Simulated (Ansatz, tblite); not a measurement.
# VBr2(PH3)2 (Br₂H₆P₂V): one state, many levels

An exercise on one series of results from a longer session: the logs are not shown, and one member is left open.

Computed with Ansatz 0.2.0, Gaussian basis. Level: as each input shows.

Levels to be run: GFN1-xTB, GFN2-xTB, PBE-D4/def2-TZVP, r2SCAN-D4/def2-TZVP, ωB97X-V/def2-TZVP, BHLYP-D4/def2-TZVP, LC-ωPBE(0.10)/def2-SVP, LC-ωPBE(0.15)/def2-SVP, LC-ωPBE(0.20)/def2-SVP, LC-ωPBE(0.30)/def2-SVP, PBE-D4/def2-SVP, PBE0-D4/def2-SVP, HF/6-31G, B3LYP-D4/6-31G, PBE0-D4/def2-TZVPD, PBE-D4/def2-TZVPD, r2SCAN-D4/def2-TZVPD, MP2/def2-TZVP, RPA/def2-TZVP.

2 further runs of the same task are left out: 2 set aside as unsound or not needed. Runs told in other sessions of the task aren't counted.

### The relaxed structure

The geometry is that of the quartet, from an earlier relaxation (r2SCAN-D4/def2-SVP).

11 atoms, charge 0, spin multiplicity 4.

Bond lengths: V1–Br2 2.463 Å, V1–Br3 2.398 Å, V1–P4 2.456 Å, V1–P8 2.449 Å, P4–H5 1.425 Å, P4–H6 1.421 Å, P4–H7 1.422 Å, P8–H9 1.422 Å, P8–H10 1.420 Å, P8–H11 1.424 Å. Angles: Br2–V1–Br3 142.6°, Br2–V1–P4 87.2°, Br2–V1–P8 88.8°, Br3–V1–P4 118.9°, Br3–V1–P8 112.9°, P4–V1–P8 94.8°, V1–P4–H5 124.9°, V1–P4–H6 115.7°, V1–P4–H7 117.9°, H5–P4–H6 97.6°, H5–P4–H7 97.9°, H6–P4–H7 97.6°, V1–P8–H9 118.6°, V1–P8–H10 115.3°, V1–P8–H11 124.5°, H9–P8–H10 97.7°, H9–P8–H11 98.0°, H10–P8–H11 97.7°.

Formally the metal is d3. No spin-orbit coupling is included.

PBE0-D4/def2-TZVP was run before; its log isn't repeated, and its numbers join the tables.

The first run:

Tight binding, by tblite at 300 K electronic temperature and without a spin-polarisation term:

```python
tblite.interface.Calculator('GFN1-xTB', numbers, positions, charge=0, uhf=3).singlepoint()
```

Tight binding, by tblite at 300 K electronic temperature and without a spin-polarisation term:

```python
tblite.interface.Calculator('GFN2-xTB', numbers, positions, charge=0, uhf=3).singlepoint()
```

start.molden holds the orbitals of an earlier run on this state, given as this run's starting guess.

in.yaml reads:

```yaml
crystal:
  periodic: [false, false, false]
  atoms:
    - {symbol: V, position_ang: [1.265585, 0.032095, 0.400686]}
    - {symbol: Br, position_ang: [0.246464, 0.132107, 2.640710]}
    - {symbol: Br, position_ang: [3.376457, -0.133008, -0.725921]}
    - {symbol: P, position_ang: [-0.297921, 1.807867, -0.259729]}
    - {symbol: H, position_ang: [-0.445184, 2.313981, -1.583559]}
    - {symbol: H, position_ang: [-0.129458, 3.054687, 0.400463]}
    - {symbol: H, position_ang: [-1.677163, 1.624272, 0.033098]}
    - {symbol: P, position_ang: [-0.258572, -1.802101, -0.155044]}
    - {symbol: H, position_ang: [-1.644357, -1.641363, 0.118393]}
    - {symbol: H, position_ang: [-0.057771, -3.001309, 0.578640]}
    - {symbol: H, position_ang: [-0.378101, -2.387207, -1.447737]}
basis:
  gaussian: {orbitals: def2-TZVP, initial_orbitals: start.molden}
magnetization: {spin_polarized: true, initial_magnetization: 3}
hamiltonian: {xc: pbe, dispersion: d4}
scf: {omitted_lower_state_checks: [starts]}
output: {orbitals: {seedname: orbitals}}
```

Launch:

```console
$ ansatz run in.yaml --threads 4 --pin off --events-out ev --progress --plain --max-ram 8704MiB
```

Among the steps run: PBE-D4/def2-TZVP; r2SCAN-D4/def2-TZVP; ωB97X-V/def2-TZVP; BHLYP-D4/def2-TZVP; LC-ωPBE(0.10)/def2-SVP; LC-ωPBE(0.15)/def2-SVP; LC-ωPBE(0.20)/def2-SVP; LC-ωPBE(0.30)/def2-SVP; PBE-D4/def2-SVP; PBE0-D4/def2-SVP; HF/6-31G; B3LYP-D4/6-31G; PBE0-D4/def2-TZVPD; PBE-D4/def2-TZVPD; r2SCAN-D4/def2-TZVPD; MP2/def2-TZVP; RPA/def2-TZVP.

One table of the session follows, with a row left open; its other results are not shown here.

It belongs to the step «Binding energy». 

```
             level  binding an atom (eV)
          HF/6-31G                 1.653
      HF/def2-TZVP                 1.979
    B3LYP-D4/6-31G                 2.607
  PBE0-D4/def2-SVP                 2.802
BHLYP-D4/def2-TZVP                 2.752
 ωB97X-V/def2-TZVP                 2.869
     MP2/def2-TZVP                     ?
```

Q: Estimate the row for MP2/def2-TZVP from the others.

The run gave: binding an atom (eV): 2.636. In the column «binding an atom (eV)» it lies between B3LYP-D4/6-31G (2.607) and BHLYP-D4/def2-TZVP (2.752).

Limits of these values: Free atoms were run apart at each level; binding is atoms less cluster, divided by the number of atoms, without zero-point or spin-orbit terms.
